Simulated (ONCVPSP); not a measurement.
# Os: generating and testing an ONCV potential

Aim: build the potential from the settings below, then test how well it stands in for the atom: other configurations, scattering, ghost states and the plane-wave cutoff that it needs.

Method: ONCVPSP 4.0.1.1 (patched build), LDA (Perdew-Wang 92), scalar-relativistic.

### 1 The design

Typed settings, in words:

```
element                 : osmium (Os, Z = 76)
type                    : optimised norm-conserving Vanderbilt (ONCV)
frozen core             : [Kr] 4d10 4f14 5s2
valence charge          : 14
reference configuration : 5p6 5d6 6s2
partial waves           : 6s: rc 2.60 bohr, ncon 4, nbas 7, qcut 2.4 1/bohr, 1 projector; 5p: rc 1.90 bohr, ncon 4, nbas 7, qcut 7.1 1/bohr, 2 projectors, debl 2.4 Ha; 5d: rc 2.60 bohr, ncon 4, nbas 9, qcut 5.9 1/bohr, 2 projectors, debl 2 Ha
local potential         : polynomial inside 1.55 bohr (lpopt 5, dvloc0 3 Ha)
core correction         : not asked for
```

An earlier all-electron run gives the scale for the radii.

All-electron outer shells of the reference configuration (LDA (PZ), scalar-relativistic, ld1.x):

| shell | level (eV) | outermost node (bohr) | outermost maximum (bohr) |
| --- | --- | --- | --- |
| 4f | -52.30 | – | 0.40 |
| 5p | -51.05 | 0.55 | 1.03 |
| 5d | -6.46 | 0.60 | 1.36 |
| 6s | -6.39 | 1.20 | 2.48 |
| 6p | -1.40 | 1.43 | 3.51 |

### 2 The generation run

The input, Os.dat:

```
# ATOM AND REFERENCE CONFIGURATION
# atsym  z   nc   nv     iexc    psfile
  Os 76.00   11    3  -001012      upf
#
#   n    l    f
    1    0    2.00
    2    0    2.00
    2    1    6.00
    3    0    2.00
    3    1    6.00
    3    2   10.00
    4    0    2.00
    4    1    6.00
    4    2   10.00
    4    3   14.00
    5    0    2.00
    5    1    6.00
    5    2    6.00
    6    0    2.00
#
# PSEUDOPOTENTIAL AND OPTIMIZATION
# lmax
    2
#
#   l,   rc,      ep,       ncon, nbas, qcut
    0    2.60    0.00    4    7    2.40
    1    1.90    0.00    4    7    7.10
    2    2.60    0.00    4    9    5.90
#
# LOCAL POTENTIAL
# lloc, lpopt,  rc(5),   dvloc0
    4    5    1.55    3.00
#
# VANDERBILT-KLEINMAN-BYLANDER PROJECTORs
# l, nproj, debl
    0    1    2.80
    1    2    2.40
    2    2    2.00
#
# MODEL CORE CHARGE
# icmod, fcfact, rcfact
    0    0.00    0.00
#
# LOG DERIVATIVE ANALYSIS
# epsh1, epsh2, depsh
   -3.00    5.00    0.02
#
# OUTPUT GRID
# rlmax, drl
    6.00    0.01
#
# TEST CONFIGURATIONS
# ncnf
    4
# nvcnf
#   n    l    f
    3
    5    1    6.00
    5    2    6.00
    6    0    1.00
#
    3
    5    1    6.00
    5    2    6.00
    6    0    0.00
#
    3
    5    1    6.00
    5    2    5.00
    6    0    0.00
#
    3
    5    1    6.00
    5    2    5.00
    6    0    2.00
#
```

Launch:

```
$ oncvpsp.x < Os.dat > Os.out
```

Q: Predict the outcome of this session. Wanted: cutoffs for 1 and 0.1 mHa per electron, occupied waves; bound ghosts; GHOST(+) flags; largest test error; largest phase difference near zero energy, channels read.

As calculated:

```
                                                quantity                                       value
  cutoffs for 1 and 0.1 mHa per electron, occupied waves                             13 Ha and 16 Ha
                                            bound ghosts                              s at -41.86 eV
                                          GHOST(+) flags                          none at low energy
                            largest test error (AE − PS)  -23 meV, for 5p6 5d6 6s0 (1 test unsolved)
largest phase difference near zero energy, channels read                                   0.004 rad
```

What this shows: It has a bound ghost (s), a state that the atom doesn't have, and that rules the file out. The worst unpolarised test, 5p6 5d6 6s0, is off by 23 meV on 27.1 eV; by total energies transferability rates as good where solved. Atomic tests can pass in spite of a ghost, since they solve only for the levels asked. Of the tests 1 gave no usable energy difference, which is a warning in itself. The potential is soft on the atom at that tolerance: the looser tolerance needs 13 Ha. Near zero energy the phases of the channels with partial waves agree within 0.004 rad. The pseudo curves have a pole with no partner nearby in the atom's: s at -1.53 Ha. Note that the frozen 4f shell (-52 eV) lies hardly deeper than the valence 5p shell (-51 eV). All of this concerns the isolated atom, not yet a solid.
